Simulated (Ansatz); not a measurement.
Geometry optimisation, DFT LDA, scalar-relativistic, plane waves, PAW (Ansatz).

Input file:

```yaml
crystal:
  lattice:
    - [4.58, 0.0, 0.0]
    - [3.435, 5.949595, 0.0]
    - [0.0, 0.0, 15.58843]
  atoms:
    - { symbol: Be, position: [0.0, 0.0, 0.0641501] }
    - { symbol: Be, position: [0.5, 0.0, 0.0641501] }
    - { symbol: Be, position: [0.0, 0.3333333, 0.0641501] }
    - { symbol: Be, position: [0.5, 0.3333333, 0.0641501] }
    - { symbol: Be, position: [0.0, 0.6666667, 0.0641501] }
    - { symbol: Be, position: [0.5, 0.6666667, 0.0641501] }
    - { symbol: Be, position: [-0.1666667, 0.2222222, 0.1792493] }
    - { symbol: Be, position: [0.3333333, 0.2222222, 0.1792493] }
    - { symbol: Be, position: [-0.1666667, 0.5555556, 0.1792493] }
    - { symbol: Be, position: [0.3333333, 0.5555556, 0.1792493] }
    - { symbol: Be, position: [-0.1666667, 0.8888889, 0.1792493] }
    - { symbol: Be, position: [0.3333333, 0.8888889, 0.1792493] }
    - { symbol: Be, position: [0.0, 0.0, 0.2943484] }
    - { symbol: Be, position: [0.5, 0.0, 0.2943484] }
    - { symbol: Be, position: [0.0, 0.3333333, 0.2943484] }
    - { symbol: Be, position: [0.5, 0.3333333, 0.2943484] }
    - { symbol: Be, position: [0.0, 0.6666667, 0.2943484] }
    - { symbol: Be, position: [0.5, 0.6666667, 0.2943484] }
    - { symbol: C, position: [0.7348563, 0.1776716, 0.3841586] }
    - { symbol: H, position: [0.5107604, 0.2729245, 0.4226487] }
    - { symbol: H, position: [0.9589523, 0.0824186, 0.4226487] }
basis:
  ecutwfc: 420.0
kpoints:
  mp_grid: { grid: [4, 3, 1] }
hamiltonian:
  xc: lda
scf:
  occupations: { method: gaussian, width: 0.1 }
  lower_state_search: "off"
relax:
  f_tol: 0.03
  max_steps: 60
  adjacent_minimum: "off"
  constraints: [{ sites: [0, 1, 2, 3, 4, 5] }]
```

Command:

```bash
$ ansatz run input.yaml --threads 1 --pin off --max-ram 3072MiB --backend cpu --events-out ev --progress --plain --runs-dir out
```

Question: Where does it end, and by what steps?

Answer: It converged. The force dipped under the threshold on the way, but the program's further checks kept it going. Limits of this set-up: coarse k mesh, thin slab, slab without dipole correction. After 31 steps the energy has fallen by 0.511 eV; H20 moved furthest, 2.23 Å. Joined: Be15–C19.

```json
{"step": "0", "energy less start (eV)": "0.0000", "largest force component (eV/Å)": "2.008", "accepted": "yes"}
{"step": "2", "energy less start (eV)": "-0.3366", "largest force component (eV/Å)": "0.617", "accepted": "yes"}
{"step": "4", "energy less start (eV)": "-0.3767", "largest force component (eV/Å)": "0.197", "accepted": "yes"}
{"step": "6", "energy less start (eV)": "-0.4396", "largest force component (eV/Å)": "0.660", "accepted": "yes"}
{"step": "8", "energy less start (eV)": "-0.4601", "largest force component (eV/Å)": "0.202", "accepted": "yes"}
{"step": "10", "energy less start (eV)": "-0.4692", "largest force component (eV/Å)": "0.087", "accepted": "yes"}
{"step": "12", "energy less start (eV)": "-0.4796", "largest force component (eV/Å)": "0.042", "accepted": "yes"}
{"step": "14", "energy less start (eV)": "-0.4835", "largest force component (eV/Å)": "0.067", "accepted": "yes"}
{"step": "16", "energy less start (eV)": "-0.4856", "largest force component (eV/Å)": "0.029", "accepted": "yes"}
{"step": "18", "energy less start (eV)": "-0.4951", "largest force component (eV/Å)": "0.077", "accepted": "yes"}
{"step": "20", "energy less start (eV)": "-0.5015", "largest force component (eV/Å)": "0.122", "accepted": "yes"}
{"step": "22", "energy less start (eV)": "-0.5068", "largest force component (eV/Å)": "0.234", "accepted": "yes"}
{"step": "24", "energy less start (eV)": "-0.5094", "largest force component (eV/Å)": "0.053", "accepted": "yes"}
{"step": "26", "energy less start (eV)": "-0.5104", "largest force component (eV/Å)": "0.041", "accepted": "yes"}
{"step": "28", "energy less start (eV)": "-0.5107", "largest force component (eV/Å)": "0.010", "accepted": "yes"}
{"step": "30", "energy less start (eV)": "-0.5108", "largest force component (eV/Å)": "0.015", "accepted": "yes"}
{"step": "31", "energy less start (eV)": "-0.5108", "largest force component (eV/Å)": "0.015", "accepted": "yes"}
```

```xyz
21
Lattice="4.5800 0.0000 0.0000 3.4350 5.9496 0.0000 0.0000 0.0000 15.5884" Properties=species:S:1:pos:R:3
Be 0.000 0.000 1.000
Be 2.290 0.000 1.000
Be 1.145 1.983 1.000
Be 3.435 1.983 1.000
Be 2.290 3.966 1.000
Be 4.580 3.966 1.000
Be 0.028 1.307 2.689
Be 2.297 1.315 2.835
Be 1.108 3.292 2.796
Be 3.468 3.295 2.804
Be 2.315 5.344 2.787
Be 4.559 5.299 2.772
Be -0.003 -0.034 4.622
Be 2.260 -0.075 4.501
Be 1.131 1.967 4.583
Be 3.422 1.997 4.610
Be 2.267 3.975 4.511
Be 4.573 3.985 4.513
C 4.586 1.349 5.787
H 5.460 1.893 6.238
H 4.108 0.942 6.684
```

Time of the run: 3.9 min on 1 thread of Arm Neoverse V1, with other jobs on the host, peak memory 0.48 GiB.
